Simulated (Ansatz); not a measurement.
**C₃H₆ClNSi: a ladder of functionals and wavefunction methods**

An exercise on one series of results from a longer session: the logs are not shown, and one member is left open.

Computed with Ansatz 0.2.0, Gaussian basis. Level: functionals in def2-TZVPP, the program's frozen cores in correlated methods.

The runs, in order: PBE-D4, r2SCAN-D4, PBE0-D4, B3LYP-D4, ωB97X-V, ωB97M-V, B2PLYP; CCSD(T)/def2-TZVPP; MP2/def2-QZVPP; extrapolation to the limit.

## Structure used throughout

An earlier PBE0-D4 in a triple-zeta def2 set relaxation fixed the geometry.

SMILES `C=N/C([SiH3])=C\Cl`, 12 atoms, charge 0, spin multiplicity 1.

Atoms are counted from 1 here; the program's logs count them from 0.

Bond lengths: C1–N2 1.260 Å, C1–H7 1.095 Å, C1–H8 1.089 Å, N2–C3 1.390 Å, C3–Si4 1.875 Å, C3–C5 1.335 Å, Si4–H9 1.485 Å, Si4–H10 1.486 Å, Si4–H11 1.484 Å, C5–Cl6 1.722 Å, C5–H12 1.081 Å. Angles: N2–C1–H7 123.2°, N2–C1–H8 118.8°, H7–C1–H8 118.0°, C1–N2–C3 121.1°, N2–C3–Si4 116.1°, N2–C3–C5 124.6°, Si4–C3–C5 118.9°, C3–Si4–H9 108.1°, C3–Si4–H10 109.3°, C3–Si4–H11 110.4°, H9–Si4–H10 109.9°, H9–Si4–H11 110.4°, H10–Si4–H11 108.8°, C3–C5–Cl6 124.2°, C3–C5–H12 122.3°, Cl6–C5–H12 113.5°.

The first run:

in.yaml

```yaml
crystal:
  periodic: [false, false, false]
  atoms:
    - {symbol: C, position_ang: [0.106101, -1.602963, 1.394398]}
    - {symbol: N, position_ang: [0.763656, -0.696850, 0.815266]}
    - {symbol: C, position_ang: [0.125011, 0.299636, 0.086849]}
    - {symbol: Si, position_ang: [0.368111, 0.249093, -1.771720]}
    - {symbol: C, position_ang: [-0.526533, 1.333915, 0.624604]}
    - {symbol: Cl, position_ang: [-0.760982, 1.556266, 2.315565]}
    - {symbol: H, position_ang: [-0.985850, -1.671666, 1.353355]}
    - {symbol: H, position_ang: [0.644300, -2.358846, 1.963540]}
    - {symbol: H, position_ang: [-0.341857, 1.412273, -2.361199]}
    - {symbol: H, position_ang: [-0.201244, -1.015597, -2.306270]}
    - {symbol: H, position_ang: [1.813402, 0.300761, -2.105153]}
    - {symbol: H, position_ang: [-0.927315, 2.138876, 0.024766]}
basis:
  gaussian: {orbitals: def2-TZVPP}
hamiltonian: {xc: pbe, dispersion: d4}
output: {forces: true, orbitals: {seedname: orbitals}}
```

Started as:

```bash
> ansatz run in.yaml --threads 4 --pin off --events-out ev --progress --plain --max-ram 10444MiB
```

Steps of the session up to this table: PBE-D4 (GGA); r2SCAN-D4 (meta-GGA); PBE0-D4 (hybrid); B3LYP-D4 (hybrid); ωB97X-V (range-separated); ωB97M-V (range-separated); B2PLYP (double hybrid); CCSD(T) in def2-TZVPP; MP2 in def2-QZVPP.

One of the session's tables, all rows but one given; the rest of the session is left out.

| method | atomisation energy (kcal/mol) |
| --- | --- |
| PBE-D4 | ? |
| r2SCAN-D4 | 1074.1 |
| PBE0-D4 | 1079.1 |
| B3LYP-D4 | 1074.3 |
| ωB97X-V | 1074.9 |
| ωB97M-V | 1074.9 |
| B2PLYP | 1059.7 |
| HF/def2-TZVPP | 755.4 |
| MP2/def2-TZVPP | 1059.0 |
| CCSD/def2-TZVPP | 1017.6 |
| CCSD(T)/def2-TZVPP | 1038.5 |
| MP2/CBS | 1089.4 |
| CCSD(T)/CBS | 1068.9 |

Estimate the missing values for PBE-D4.

The run gave: atomisation energy (kcal/mol): 1104.3. In the column «atomisation energy (kcal/mol)» it is the highest.

To keep in mind: Free atoms (3 C, 1 N, 1 Si, 1 Cl, 6 H) were run apart at each level; the atomisation energy is their sum less the molecule, without zero-point or spin-orbit terms.
